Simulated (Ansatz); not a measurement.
Run this with Ansatz 0.2.0, Python API and show what comes out.

`h2o2si.py`:
```python
"""Binding of a H2O2Si dimer at a trial geometry."""

import ansatz as az

FIRST = [
    ("O", (-1.4882, -0.1422, -0.2509)),
    ("Si", (-0.2286, -0.7135, 0.5363)),
    ("O", (1.0476, 0.2101, 0.0847)),
    ("H", (-1.2731, 0.676, -0.8378)),
    ("H", (1.9423, -0.0305, 0.4678)),
]
SECOND = [
    ("O", (-1.5846, 4.0815, -2.8834)),
    ("Si", (-0.69, 3.7339, -1.614)),
    ("O", (-1.7184, 3.6534, -0.3406)),
    ("H", (-2.5901, 4.1538, -2.6737)),
    ("H", (-1.316, 3.4693, 0.559)),
]

def energy(atoms, ghosts=()):
    molecule = az.Crystal.molecule()
    for symbol, xyz in atoms:
        molecule = molecule.atom(symbol, xyz)
    calc = (
        molecule.calculation()
        .basis(gaussian="cc-pVDZ")
        .correlation("mp2")  # correlation on top of the mean field
    )
    deck = calc.input()
    if ghosts:
        deck = deck.set(az.key.basis.gaussian.ghost_atoms, [{"symbol": s, "position_ang": list(xyz)} for s, xyz in ghosts])
    return az.Session.from_dict(deck).plan().execute().report["free_energy_ev"]


def main() -> None:
    # monomers in their own basis and in the basis of the dimer
    both = energy(FIRST + SECOND)
    alone = energy(FIRST) + energy(SECOND)
    ghosted = energy(FIRST, SECOND) + energy(SECOND, FIRST)
    print(f"dimer {both:.6f} eV")
    print(f"interaction, uncorrected   {23.060548 * (both - alone):8.3f} kcal/mol")
    print(f"interaction, counterpoise  {23.060548 * (both - ghosted):8.3f} kcal/mol")
    print(f"basis-set superposition    {23.060548 * (alone - ghosted):8.3f} kcal/mol")


if __name__ == "__main__":
    main()
```

Output of `python h2o2si.py`:
```text
dimer -23964.007117 eV
interaction, uncorrected     -1.105 kcal/mol
interaction, counterpoise     0.281 kcal/mol
basis-set superposition       1.386 kcal/mol
```

Uncorrected it is -1.105 kcal/mol, with the counterpoise correction 0.281 kcal/mol; the difference, 1.386 kcal/mol, is the superposition error. The sign changes with the correction, so this basis doesn't settle it.

Notes:
- Total energies depend on the basis set; only differences at equal settings carry meaning.
- The dimer is a generated trial pose of unrelaxed monomers, not a minimum, so the figure is no binding energy, and the basis set is small.
- It ran for 5.1 s on 1 thread of Arm Neoverse V2, on a shared host, peak memory 0.26 GiB.
